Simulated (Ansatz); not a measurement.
EuMg, space group Pm-3m, a scan of the energy under strain

With Ansatz's Python interface.

The cells in order, each with its output:

In [1]:
```python
import ansatz as az
import numpy as np
```

In [2]:
```python
VECTORS = np.array([
    [4.04133276, 0.0, 0.0],
    [0.0, 4.04133276, 0.0],
    [0.0, 0.0, 4.04133276],
])
SITES = [
    ("Eu", [0.5, 0.5, 0.5], 7),
    ("Mg", [0.0, 0.0, 0.0], 0.0),
]
```

In [3]:
```python
def crystal_on(cell):
    crystal = az.Crystal(lattice=az.Lattice.of(cell))
    for symbol, position, moment in SITES:
        crystal = crystal.atom(symbol, position, moment=moment or None)
    return crystal
```

In [4]:
```python
values = np.linspace(-0.02, 0.02, 7)
energies = []
for d in values:
    strain = np.array([[0, d / 2, 0], [d / 2, 0, 0], [0, 0, 0]])
    cell = VECTORS @ (np.eye(3) + strain)
    calculation = crystal_on(cell).calculation()
    calculation = calculation.functional("pbesol")
    calculation = calculation.basis(450)
    calculation = calculation.occupations(az.OccupationsMethod.FERMI_DIRAC, width=0.1).spin(az.SpinTreatment.COLLINEAR)
    calculation = calculation.kpoints(9, 9, 9)
    calculation = calculation.stress()
    data = calculation.run().report
    energies.append(data["free_energy_ev"] / len(SITES))
    s = data["stress_gpa"]
    print(f"d = {d:+.4f}  stress xx yy zz xy (GPa, compression positive): {s[0][0]:8.3f} {s[1][1]:8.3f} {s[2][2]:8.3f} {s[0][1]:8.3f}")
energies = np.array(energies)
```
```text
d = -0.0200  stress xx yy zz xy (GPa, compression positive):   -1.645   -1.645   -1.639    0.498
d = -0.0133  stress xx yy zz xy (GPa, compression positive):   -1.649   -1.649   -1.647    0.332
d = -0.0067  stress xx yy zz xy (GPa, compression positive):   -1.653   -1.653   -1.652    0.166
d = +0.0000  stress xx yy zz xy (GPa, compression positive):   -1.653   -1.653   -1.653   -0.000
d = +0.0067  stress xx yy zz xy (GPa, compression positive):   -1.653   -1.653   -1.652   -0.166
d = +0.0133  stress xx yy zz xy (GPa, compression positive):   -1.649   -1.649   -1.647   -0.332
d = +0.0200  stress xx yy zz xy (GPa, compression positive):   -1.645   -1.645   -1.639   -0.498
```

In [5]:
```python
for value, e in zip(values, energies):
    print(f"strain {value:7.3f}   E - Emin = {1000 * (e - energies.min()):9.3f} meV/atom")
curvature = 2 * np.polyfit(values, energies, 3)[1]
volume = abs(np.linalg.det(VECTORS)) / len(SITES)
print(f"d2E/dd2 over the volume: {curvature / volume * 160.21766:.1f} GPa")
```
```text
strain  -0.020   E - Emin =     0.990 meV/atom
strain  -0.013   E - Emin =     0.439 meV/atom
strain  -0.007   E - Emin =     0.109 meV/atom
strain   0.000   E - Emin =     0.000 meV/atom
strain   0.007   E - Emin =     0.109 meV/atom
strain   0.013   E - Emin =     0.439 meV/atom
strain   0.020   E - Emin =     0.990 meV/atom
d2E/dd2 over the volume: 24.0 GPa
```

Against the unstrained cell the energy per atom changes by +0.99 meV at one end of the scan and +0.99 meV at the other, and its second derivative over the volume is 24.0 GPa.

What to keep in mind:
- Open f shells: without a Hubbard U, without spin-orbit coupling; the state reached hangs on the start and needn't be the lowest.
- The curvature belongs to this strain pattern and to the cell's stress; it equals a single elastic constant only for simple patterns.
- In a metal a curvature from energy changes of a few meV or less hangs on mesh and smearing, in size and even in sign.
- This cell is a computed structure, which may not be the phase found in nature.
- The ions keep their fractional positions (clamped ions).
- Timing: 3.1 min on 1 thread of Arm Neoverse V2, with other jobs on the host, peak memory 0.65 GiB.
